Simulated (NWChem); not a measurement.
# [BGeH4]− (SMILES [BH2][GeH2-]): levels of theory compared

Wanted: a comparison of 5 runs (HF/STO-3G, HF/3-21G, B3LYP/6-31G*, SVWN5/def2-SVPD) of [BGeH4]−. 

Program for the calculation: NWChem 7.3.0.

### 1 Starting point

[BGeH4]− has 6 atoms, charge -1, and is taken as a singlet. SMILES: `[BH2][GeH2-]`. Geometry: a GFN2-xTB relaxation, a rough one for these elements and not checked as a minimum.

Bond lengths: B1–Ge2 1.967 Å, B1–H3 1.203 Å, B1–H4 1.203 Å, Ge2–H5 1.609 Å, Ge2–H6 1.610 Å. Angles: B1–Ge2–H5 103.2°, B1–Ge2–H6 103.3°, Ge2–B1–H3 121.7°, Ge2–B1–H4 121.7°, H5–Ge2–H6 91.3°, H3–B1–H4 110.5°.

### 2 Energy and forces at HF/STO-3G (run 1)

Contents of bgeh4.nw:

```
start bgeh4
title "BGeH4"
memory 2200 mb
charge -1
geometry units angstrom noautosym nocenter noautoz
  B     -0.055110    -0.930570     0.059830
  Ge     0.436750     0.951420     0.350140
  H     -0.768420    -1.523630     0.825470
  H      0.678000    -1.694820    -0.510870
  H      0.696530     1.497810    -1.140470
  H     -0.987750     1.699790     0.415910
end
basis spherical bse
  * library STO-3G
end
scf
  thresh 1e-08
  maxiter 80
  print medium
end
task scf gradient
```

Started as:

```bash
$ nwchem bgeh4.nw > bgeh4.out
```

Output:

```text
[...]
  functions       =    27
[...]
  wavefunction    = RHF
[...]
         Total SCF energy =  -2078.240819007905
      One-electron energy =  -3097.867924032679
      Two-electron energy =    936.036715177744
 Nuclear repulsion energy =     83.590389847030
        Time for solution =      1.4s
[...]
                         RHF ENERGY GRADIENTS
    atom               coordinates                        gradient
                 x          y          z           x          y          z
   1 B      -0.104143  -1.758522   0.113062   -0.021540  -0.002272  -0.022914
   2 Ge      0.825338   1.797923   0.661669    0.049082  -0.020880   0.055450
   3 H      -1.452103  -2.879243   1.559912   -0.006008  -0.008448   0.018383
   4 H       1.281234  -3.202745  -0.965404    0.017616  -0.011300  -0.003432
   5 H       1.316251   2.830450  -2.155176    0.001716   0.018811  -0.043311
   6 H      -1.866577   3.212137   0.785956   -0.040867   0.024089  -0.004175
[...]
```

Run time: 2.5 s. Hardware: 1 thread of Intel Xeon Platinum 8488C (Sapphire Rapids), shared host; peak memory 0.099 GiB.

### 3 Energy and forces at HF/3-21G (run 2)

Contents of mol.nw:

```
start mol
title "BGeH4 hf"
memory stack 880 mb heap 220 mb global 1100 mb
charge -1

geometry units angstroms noautosym nocenter noautoz
  B     -0.055110    -0.930570     0.059830
  Ge     0.436750     0.951420     0.350140
  H     -0.768420    -1.523630     0.825470
  H      0.678000    -1.694820    -0.510870
  H      0.696530     1.497810    -1.140470
  H     -0.987750     1.699790     0.415910
end

basis "ao basis" spherical bse
  * library 3-21G
end

scf
  thresh 1e-08
  maxiter 80
  print low
end

task scf gradient
```

Started as:

```bash
$ nwchem mol.nw > mol.out
```

Output:

```text
[...]
  functions       =    39
[...]
  wavefunction    = RHF
[...]
         Total SCF energy =  -2092.132790589485
      One-electron energy =  -3096.175799910487
      Two-electron energy =    920.452619473971
 Nuclear repulsion energy =     83.590389847030
        Time for solution =      1.6s
[...]
                         RHF ENERGY GRADIENTS
    atom               coordinates                        gradient
                 x          y          z           x          y          z
   1 B      -0.104143  -1.758522   0.113062   -0.009750   0.026458  -0.013895
   2 Ge      0.825338   1.797923   0.661669    0.011300  -0.024299   0.014966
   3 H      -1.452103  -2.879243   1.559912    0.007933  -0.000506   0.001804
   4 H       1.281234  -3.202745  -0.965404    0.001209   0.000239   0.008023
   5 H       1.316251   2.830450  -2.155176   -0.009591  -0.000534  -0.001387
   6 H      -1.866577   3.212137   0.785956   -0.001102  -0.001357  -0.009511
 Task  times  cpu:        2.1s     wall:        2.1s
 Total times  cpu:        2.2s     wall:        2.2s
```

It took 2.8 s on 1 thread of Intel Xeon Platinum 8488C (Sapphire Rapids), shared host; peak memory 0.1 GiB.

Runs 3 to 4 aren't shown in full; the table further down has their settings and results.

### 4 Energy and gradient at SVWN5/def2-SVPD (run 5)

Contents of sp.xyz:

```xyz
6

B     -0.055110    -0.930570     0.059830
Ge     0.436750     0.951420     0.350140
H     -0.768420    -1.523630     0.825470
H      0.678000    -1.694820    -0.510870
H      0.696530     1.497810    -1.140470
H     -0.987750     1.699790     0.415910
```

Contents of sp.nw:

```
start sp
memory 2200 mb
charge -1

geometry noautosym nocenter noautoz
  load sp.xyz
end

basis "ao basis" spherical bse
  * library def2-SVPD
end

dft
  xc slater vwn_5
  grid fine
  convergence energy 1e-08
  iterations 100
  mulliken
end

task dft gradient
```

Started as:

```bash
$ nwchem sp.nw > sp.out
```

Output:

```text
[...]
          Wavefunction type:  closed shell.
          No. of atoms     :     6
          No. of electrons :    42
[...]
          Charge           :    -1
          Spin multiplicity:     1
[...]
          AO basis - number of functions:    90
[...]
              XC Information
              --------------
                        Slater Exchange Functional  1.000 local
                      VWN V Correlation Functional  1.000 local
[...]
 d= 0,ls=0.0,diis     1  -2099.7896146757 -2.18D+03  1.17D-01  1.36D+01     1.5
[...]
 d= 0,ls=0.0,diis    12  -2100.4824626284 -6.67D-09  5.19D-07  4.53D-10    11.9
         Total DFT energy =    -2100.482462628415
      One electron energy =    -3105.043852877836
           Coulomb energy =     1002.123246449699
    Exchange-Corr. energy =      -81.152246047308
 Nuclear repulsion energy =       83.590389847030
[...]
      Total Density - Mulliken Population Analysis
     ---------------------------------------------
    Atom       Charge   Shell Charges
 -----------   ------   -------------------------------------------------------
    1 B    5     5.95   1.98  0.89  0.58 -0.04  1.57  0.86  0.02  0.09
    2 Ge  32    32.96   2.00  2.00  1.99  1.33  0.06  0.30  6.00  5.97  1.40  1.79  8.05  1.83  0.19  0.07
    3 H    1     0.65   0.73 -0.12  0.01  0.04
    4 H    1     0.65   0.73 -0.12  0.01  0.04
    5 H    1     0.90   0.67  0.16  0.01  0.06
    6 H    1     0.90   0.67  0.16  0.01  0.06
[...]
  wavefunction    = closed shell
                         DFT ENERGY GRADIENTS
    atom               coordinates                        gradient
                 x          y          z           x          y          z
   1 B      -0.104143  -1.758522   0.113062   -0.007759  -0.005407  -0.007640
   2 Ge      0.825338   1.797923   0.661669    0.015023  -0.007843   0.016881
   3 H      -1.452103  -2.879243   1.559912    0.012206   0.004122  -0.007603
   4 H       1.281234  -3.202745  -0.965404   -0.007816   0.006436   0.010900
   5 H       1.316251   2.830450  -2.155176   -0.006701   0.001362  -0.005322
   6 H      -1.866577   3.212137   0.785956   -0.004954   0.001330  -0.007216
[...]
```

It took 17 s on 1 thread of Intel Xeon Platinum 8488C (Sapphire Rapids), shared host; peak memory 0.12 GiB.

### 5 Overview of the runs

```tsv
run	level	iteration cap	module	energy (Eh)	HOMO energy (eV)	LUMO energy (eV)	HOMO–LUMO gap (eV)	wall time
1	HF/STO-3G	80	scf	-2078.240819	2.28	13.54	11.26	2.5 s
2	HF/3-21G	80	scf	-2092.132791	–	–	–	2.8 s
3	B3LYP/6-31G* (spherical functions)	100	dft	-2103.997989	0.17	4.13	3.97	21 s
4	B3LYP/6-31G* (Cartesian functions)	100	dft	-2104.003798	0.16	4.13	3.97	23 s
5	SVWN5/def2-SVPD	100	dft	-2100.482463	0.29	2.61	2.32	17 s
```

### 6 What came out

```
                                                    quantity           value
                                         run 5: total energy  -2100.48246 Eh
                                          run 5: HOMO energy         0.29 eV
                                          run 5: LUMO energy         2.61 eV
run 5: HOMO–LUMO gap (to an unbound level, set by the basis)         2.32 eV
                             run 5: largest force on an atom      1.230 eV/Å
```

In words: Over runs 1, 3, 4, 5 the HOMO–LUMO gap runs from 2.32 eV (SVWN5/def2-SVPD) to 11.26 eV (HF/STO-3G). The two ends differ in method and basis. The empty levels of an anion lie above zero and hang on the basis. Totals of different functionals can't be ranked against each other. In runs 1, 3, 4, 5 the HOMO lies above zero, so the outermost electron may be held by the basis alone. In run 1 the basis is minimal, so the values are rough. All runs together took 66 s, the longest 23 s.
